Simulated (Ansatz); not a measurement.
# CH4InS radical: up Jacob's ladder to CCSD(T)

An exercise on one series of results from a longer session: the logs are not shown, and one member is left open.

Computed with Ansatz 0.2.0, Gaussian basis. Level: functionals in def2-TZVPP, the program's frozen cores in correlated methods.

The runs, in order: LDA (SPW92), PBE-D4, revPBE-D4, BLYP-D4, r2SCAN-D4, B97M-V, PBE0-D4, B3LYP-D4, r2SCANh-D4, r2SCAN0-D4, HSE06-D4, BHLYP-D4, CAM-B3LYP-D4, LC-ωPBE, ωB97X-V, ωB97M-V, B2PLYP, PBE-QIDH; CCSD(T)/def2-SVP; CCSD(T)/def2-TZVPP; MP2/def2-QZVPP; extrapolation to the limit; RPA on PBE.

### The geometry

An earlier PBE0-D4 in a triple-zeta def2 set relaxation fixed the geometry. In takes the def2 core potential; no spin-orbit term is included.

SMILES `[CH3][In][SH]`, 7 atoms, charge 0, spin multiplicity 2.

Atoms are counted from 1 here; the program's logs count them from 0.

Bond lengths: C1–In2 2.200 Å, C1–H4 1.091 Å, C1–H5 1.091 Å, C1–H6 1.088 Å, In2–S3 2.440 Å, S3–H7 1.345 Å. Angles: In2–C1–H4 107.4°, In2–C1–H5 107.4°, In2–C1–H6 111.0°, H4–C1–H5 110.0°, H4–C1–H6 110.5°, H5–C1–H6 110.5°, C1–In2–S3 115.6°, In2–S3–H7 92.5°.

The first run:

in.yaml

```yaml
crystal:
  periodic: [false, false, false]
  atoms:
    - {symbol: C, position_ang: [-0.838399, 0.714357, -0.384994]}
    - {symbol: In, position_ang: [0.075628, -0.066333, 1.457293]}
    - {symbol: S, position_ang: [1.913164, -1.639396, 1.139586]}
    - {symbol: H, position_ang: [-1.220120, -0.139516, -0.947436]}
    - {symbol: H, position_ang: [-0.052076, 1.214511, -0.953058]}
    - {symbol: H, position_ang: [-1.643311, 1.409796, -0.156348]}
    - {symbol: H, position_ang: [1.826415, -1.561419, -0.200743]}
basis:
  gaussian: {orbitals: def2-TZVPP}
magnetization: {spin_polarized: true, initial_magnetization: 1}
hamiltonian: {xc: lda}
output: {orbitals: {seedname: orbitals}}
```

Steps of the session up to this table: LDA; PBE-D4 (GGA); revPBE-D4 (GGA); BLYP-D4 (GGA); r2SCAN-D4 (meta-GGA); B97M-V (meta-GGA); PBE0-D4 (hybrid); B3LYP-D4 (hybrid); r2SCANh-D4 (hybrid); r2SCAN0-D4 (hybrid); HSE06-D4 (hybrid); BHLYP-D4 (hybrid); CAM-B3LYP-D4 (range-separated); LC-ωPBE-D4 (range-separated; the results give it without D4); ωB97X-V (range-separated); ωB97M-V (range-separated); B2PLYP (double hybrid); PBE-QIDH (double hybrid).

One table of the session follows, with a row left open; its other results are not shown here.

It belongs to the step «Orbital energies across the functionals». 

```
  functional  HOMO (eV)  LUMO (eV)  gap (eV)
 LDA (SPW92)      -4.79      -4.09      0.70
      PBE-D4      -4.68      -3.76      0.92
   revPBE-D4      -4.64      -3.63      1.00
     BLYP-D4      -4.51      -3.77      0.73
   r2SCAN-D4      -5.02      -3.44      1.58
      B97M-V      -4.72      -3.92      0.79
     PBE0-D4      -5.65      -2.92      2.73
    B3LYP-D4      -5.43      -3.30      2.13
  r2SCANh-D4      -5.38      -3.15      2.23
  r2SCAN0-D4      -5.91      -2.72      3.19
    HSE06-D4      -5.27      -3.29      1.98
    BHLYP-D4      -6.45      -2.21      4.24
CAM-B3LYP-D4      -6.81      -2.12      4.69
     LC-ωPBE      -8.11      -0.78      7.33
     ωB97X-V          ?          ?         ?
     ωB97M-V      -7.62      -1.33      6.29
```

**Question.** Estimate the row for ωB97X-V.

**Answer.** HOMO (eV): -7.66; LUMO (eV): -1.12; gap (eV): 6.54. In the column «HOMO (eV)» it lies between LC-ωPBE (-8.11) and ωB97M-V (-7.62).
